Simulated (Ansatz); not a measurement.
**C₃H₈Cl₂FHfN: how energies converge with the basis set**

Aim: see how fast density functionals converge with the basis set for C₃H₈Cl₂FHfN.

Computed with Ansatz 0.2.0, Gaussian basis. Level: one geometry, several basis sets.

The runs, in order: PBE0-D4/def2-SVP; ωB97M-V/def2-SVP; PBE0-D4/def2-QZVPP; ωB97M-V/def2-QZVPP; the functionals' def2-TZVPP values are taken from earlier runs.

### 1 The geometry

An earlier PBE0-D4/def2-TZVP relaxation fixed the geometry. Hf takes the def2 core potential; no spin-orbit term is included.

SMILES `CC(C)[NH][Hf]([F])([Cl])[Cl]`, 16 atoms, charge 0, spin multiplicity 1.

Atoms are counted from 1 here; the program's logs count them from 0.

Bond lengths: C1–C2 1.520 Å, C1–H9 1.093 Å, C1–H10 1.093 Å, C1–H11 1.093 Å, C2–C3 1.519 Å, C2–N4 1.459 Å, C2–H12 1.099 Å, C3–H13 1.095 Å, C3–H14 1.091 Å, C3–H15 1.095 Å, N4–Hf5 1.999 Å, N4–H16 1.015 Å, Hf5–F6 1.901 Å, Hf5–Cl7 2.356 Å, Hf5–Cl8 2.346 Å. Angles: C2–C1–H9 110.8°, C2–C1–H10 110.3°, C2–C1–H11 111.1°, H9–C1–H10 108.5°, H9–C1–H11 107.9°, H10–C1–H11 108.1°, C1–C2–C3 111.4°, C1–C2–N4 111.2°, C1–C2–H12 108.4°, C3–C2–N4 109.6°, C3–C2–H12 107.9°, N4–C2–H12 108.3°, C2–C3–H13 111.3°, C2–C3–H14 110.7°, C2–C3–H15 111.0°, H13–C3–H14 107.3°, H13–C3–H15 108.9°, H14–C3–H15 107.5° and more.

### 2 PBE0-D4 in def2-SVP

in.yaml reads:

```yaml
crystal:
  periodic: [false, false, false]
  atoms:
    - {symbol: C, position_ang: [-1.002388, -1.648639, 0.591515]}
    - {symbol: C, position_ang: [0.226474, -0.872855, 0.145302]}
    - {symbol: C, position_ang: [0.775139, -0.009387, 1.267574]}
    - {symbol: N, position_ang: [-0.068503, -0.038969, -1.014578]}
    - {symbol: Hf, position_ang: [0.071975, 1.934629, -1.299371]}
    - {symbol: F, position_ang: [-0.681026, 2.839597, 0.193829]}
    - {symbol: Cl, position_ang: [2.346201, 2.527823, -1.456518]}
    - {symbol: Cl, position_ang: [-1.078009, 2.374786, -3.296662]}
    - {symbol: H, position_ang: [-0.762545, -2.307875, 1.429557]}
    - {symbol: H, position_ang: [-1.791924, -0.961269, 0.906261]}
    - {symbol: H, position_ang: [-1.393934, -2.266943, -0.220256]}
    - {symbol: H, position_ang: [1.006684, -1.593229, -0.137954]}
    - {symbol: H, position_ang: [1.676584, 0.526721, 0.952963]}
    - {symbol: H, position_ang: [1.046812, -0.622271, 2.128443]}
    - {symbol: H, position_ang: [0.028676, 0.717458, 1.603419]}
    - {symbol: H, position_ang: [-0.400227, -0.599567, -1.793532]}
basis:
  gaussian: {orbitals: def2-SVP}
hamiltonian: {xc: pbe0, dispersion: d4}
output: {orbitals: {seedname: orbitals}}
```

Launch:

```console
$ ansatz run in.yaml --threads 2 --pin off --events-out ev --progress --plain --max-ram 20480MiB --backend cpu
```

After this run come: ωB97M-V in def2-SVP; PBE0-D4 in def2-QZVPP; ωB97M-V in def2-QZVPP.

Q: Predict the results of all the runs planned. Wanted: PBE0-D4: double and triple zeta above quadruple; ωB97M-V: double and triple zeta above quadruple.

The runs gave:

```
                                       quantity           value
PBE0-D4: double and triple zeta above quadruple  18.62, 1.15 eV
ωB97M-V: double and triple zeta above quadruple  18.84, 1.10 eV
```

**Reading.** PBE0-D4 gains 17.46 eV from double to triple zeta, then 1.15 eV more. These are total energies; as a rule much of such shifts cancels in differences, which this series doesn't test.
